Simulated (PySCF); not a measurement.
# [Ce(OH)2]2+: other functionals and bases at one geometry

How far do other levels of theory move the description of [Ce(OH)2]2+, and what does each cost? The structure is generated, not taken from experiment.

Method: several levels, as the steps say, no spin–orbit coupling; program: PySCF 2.14.0.

2 further runs of the same task are left out: 1 for a known fault of the program, 1 that didn't finish.

### 1 Where the work starts

5 atoms, charge 2, spin multiplicity 1.

Bond lengths: Ce1–O2 1.896 Å, Ce1–H3 2.883 Å, Ce1–O4 1.896 Å, Ce1–H5 2.883 Å, O2–H3 0.988 Å, O4–H5 0.988 Å. Angles: O2–Ce1–H3 0.6°, O2–Ce1–O4 112.2°, O2–Ce1–H5 111.5°, H3–Ce1–O4 111.5°, H3–Ce1–H5 110.9°, O4–Ce1–H5 0.6°, Ce1–O2–H3 178.1°, Ce1–H3–O2 1.2°, Ce1–O4–H5 178.1°, Ce1–H5–O4 1.2°.

Coordinates:

```xyz
5

Ce    0.0000    0.0000   -0.5314
O     1.5725   -0.0344    0.5264
H     2.3735   -0.0527    1.1045
O    -1.5725    0.0344    0.5264
H    -2.3735    0.0527    1.1045
```

Formal oxidation states: Ce +4. An earlier session relaxed this geometry at PBE0, Ce def2-SVP with ECP28, O def2-SVP, H def2-SVP (singlet, point group C2v).

At PBE0 on the finer grid: E = -625.784789 Eh, HOMO -21.62 eV, LUMO -16.11 eV, Mulliken charge on Ce1 +1.79 e, largest force component 0.008 eV/Å. 

Levels to run: r2SCAN; CAM-B3LYP; PBE0, TZVP. Hardware: 2 threads of Intel Xeon Platinum 8488C (Sapphire Rapids), shared host.

### 2 r2SCAN

run.py (the lines that set the calculation) reads:

```python
mol = gto.M(atom='''
Ce     0.00000     0.00000    -0.53145
O      1.57254    -0.03438     0.52636
H      2.37348    -0.05267     1.10451
O     -1.57254     0.03438     0.52636
H     -2.37348     0.05267     1.10451''',
    basis={'Ce': 'def2-SVP', 'O': 'def2-SVP', 'H': 'def2-SVP'},
    ecp={'Ce': 'def2-SVP'},
    charge=2, spin=0)
mf = dft.RKS(mol, xc='R2SCAN')
mf.grids.atom_grid = (75, 302)  # f atoms: unpruned, at least (60, 302)
mf = mf.density_fit()  # fitting sets: Ce def2-universal-JKFIT, O def2-universal-JKFIT, H def2-universal-JKFIT
mf.conv_tol = 1e-08; mf.max_cycle = 55
mf.kernel(dm0)  # dm0: the density of the relaxed state
```

Launch:

```
> OMP_NUM_THREADS=2 python run.py
```

### 3 CAM-B3LYP

run.py (the lines that set the calculation): that of step 2 with these lines changed.

```diff
@@ -9,3 +9,3 @@
     charge=2, spin=0)
-mf = dft.RKS(mol, xc='R2SCAN')
+mf = dft.RKS(mol, xc='CAMB3LYP')
 mf.grids.atom_grid = (75, 302)  # f atoms: unpruned, at least (60, 302)
```

### 4 PBE0, TZVP

Basis: Ce def2-TZVP with ECP28, O def2-TZVP, H def2-TZVP. 

run.py (the lines that set the calculation) reads:

```python
mol = gto.M(atom='''
Ce     0.00000     0.00000    -0.53145
O      1.57254    -0.03438     0.52636
H      2.37348    -0.05267     1.10451
O     -1.57254     0.03438     0.52636
H     -2.37348     0.05267     1.10451''',
    basis={'Ce': 'def2-TZVP', 'O': 'def2-TZVP', 'H': 'def2-TZVP'},
    ecp={'Ce': 'def2-TZVP'},
    charge=2, spin=0)
mf = dft.RKS(mol, xc='PBE0')
mf.grids.atom_grid = (75, 302)  # f atoms: unpruned, at least (60, 302)
mf = mf.density_fit()  # fitting sets: Ce def2-universal-JKFIT, O def2-universal-JKFIT, H def2-universal-JKFIT
mf.conv_tol = 1e-08; mf.max_cycle = 55
mf.kernel(dm0)  # dm0: free metal ions and neutral atoms
```

Before running it: what results should come out? Wanted: for each run, HOMO; gap; charge on Ce1; dipole; largest force.

**Answer**, as computed:

| level | state | HOMO (eV) | gap (eV) | charge on Ce1 (e) | dipole (D) | largest force (eV/Å) | basis functions | time |
| --- | --- | --- | --- | --- | --- | --- | --- | --- |
| PBE0 (relaxed here) | singlet | -21.62 | 5.51 | 1.79 | 0.24 | 0.01 | 116 | 22 s |
| r2SCAN | singlet | -20.36 | 2.96 | 1.79 | 0.10 | 0.95 | 116 | 13 s |
| CAM-B3LYP | singlet | -23.02 | 8.20 | 1.80 | 0.31 | 0.26 | 116 | 8.5 s |
| PBE0, TZVP | singlet | -21.62 | 5.48 | 1.90 | 0.24 | 0.19 | 167 | 20 s |

Times are on 2 threads of Intel Xeon Platinum 8488C (Sapphire Rapids), shared host; the first row also made further properties. The dipole of a charged species depends on the origin, so these sizes hold for this origin alone.

In one basis the HOMO–LUMO gap runs from 2.96 eV (r2SCAN) to 8.20 eV (CAM-B3LYP). The largest leftover force, 0.95 eV/Å with r2SCAN, stands at a geometry relaxed at another level. The Mulliken charge on Ce spans +1.79 to +1.90 e over the levels. Total energies of different levels can't be compared. Spin–orbit coupling is left out throughout.
